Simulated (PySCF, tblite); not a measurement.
**C₂H₁₁FS₂Si₃: geometry, infrared bands and NMR shifts**

Aim: predict the infrared bands and NMR shifts of C₂H₁₁FS₂Si₃ (`CSC[Si@H]([SiH2]F)S[SiH3]`).

Computed with tblite 0.8.0 and PySCF 2.14.0, with density-fitted response routines of our own, on a single molecule in the gas phase. Atoms count from 0, in the outputs and in this text.

## 1. Starting geometry

19 atoms, charge 0, multiplicity 1; geometry from: force field or distance geometry start.

Bonds of the start (Å): C0–S1 1.82, S1–C2 1.83, C2–Si3 1.87, Si3–Si4 2.24, Si4–F5 1.70, Si3–S6 2.15, S6–Si7 2.15, C0–H8 1.12, C0–H9 1.12, C0–H10 1.10, C2–H11 1.10, C2–H12 1.12, Si3–H13 1.47, Si4–H14 1.48, Si4–H15 1.47, Si7–H16 1.48, Si7–H17 1.46, Si7–H18 1.48.

## 2. Relaxing the molecule with GFN2-xTB

Job settings and geometry (Å):

```
{"job": {"kind": "relax", "xc": "GFN2-xTB", "basis": "xTB"}, "charge": 0, "multiplicity": 1}
C      3.767900     0.059100    -0.786300
S      2.063300    -0.362600    -1.276300
C      1.138200    -0.904700     0.200900
Si    -0.530800    -0.073100     0.090100
Si    -0.615300     1.508000     1.668000
F     -1.491100     2.858800     1.136900
S     -2.097400    -1.530400     0.334500
Si    -3.739700    -0.804000    -0.848500
H      4.318600    -0.907800    -0.678600
H      3.710700     0.607800     0.191300
H      4.197100     0.703200    -1.574700
H      1.082600    -2.004700     0.180400
H      1.615400    -0.586800     1.157200
H     -0.716100     0.518900    -1.242300
H      0.775100     1.959100     1.903300
H     -1.213200     0.967100     2.897700
H     -4.902100    -0.638800     0.045400
H     -3.372000     0.451800    -1.506100
H     -4.001200    -1.811900    -1.900500
```

Command:

```console
$ OMP_NUM_THREADS=1 python probes_run.py task.json out
```

One launch serves the whole session: the jobs run in the order shown.

**Question.** This job is followed by: GFN2-xTB harmonic vibrations, gas phase; GIAO PBE0/pcSseg-1 NMR shielding, non-relativistic, gas phase. Predict these results of the whole session: strongest single infrared mode (GFN2-xTB); zero-point energy (GFN2-xTB); 13C shifts against TMS (PBE0/pcSseg-1); 1H shifts against TMS (PBE0/pcSseg-1, means over atoms taken as alike); 33S shifts against CS2 (PBE0/pcSseg-1); 29Si shifts against TMS (PBE0/pcSseg-1); 19F shifts against CFCl3 (PBE0/pcSseg-1).

As calculated:

| quantity | value |
| --- | --- |
| strongest single infrared mode (GFN2-xTB) | 799 cm⁻¹, 469 km/mol |
| zero-point energy (GFN2-xTB) | 74.7 kcal/mol |
| 13C shifts against TMS (PBE0/pcSseg-1) | 26.8, 24.8 ppm |
| 1H shifts against TMS (PBE0/pcSseg-1, means over atoms taken as alike) | 5.73, 5.66, 5.27, 4.75, 2.18, 2.15, 1.92 ppm |
| 33S shifts against CS2 (PBE0/pcSseg-1) | -75, -325 ppm |
| 29Si shifts against TMS (PBE0/pcSseg-1) | 9.4, -28.1, -58.1 ppm |
| 19F shifts against CFCl3 (PBE0/pcSseg-1) | -260.0 ppm |

What this shows: Relaxing lowered the energy by 0.674 eV in 209 steps; the close pair that moved most is Si3–Si4, from 2.235 to 2.315 Å. All 51 modes are real, so the xTB geometry is a minimum. Unscaled tight-binding wavenumbers are off by several per cent, some by more. Its intensities can rank the bands wrongly. At PBE0/pcSseg-1: The widest tensor belongs to S1: span 341 ppm, with a paramagnetic part of -480 ppm.
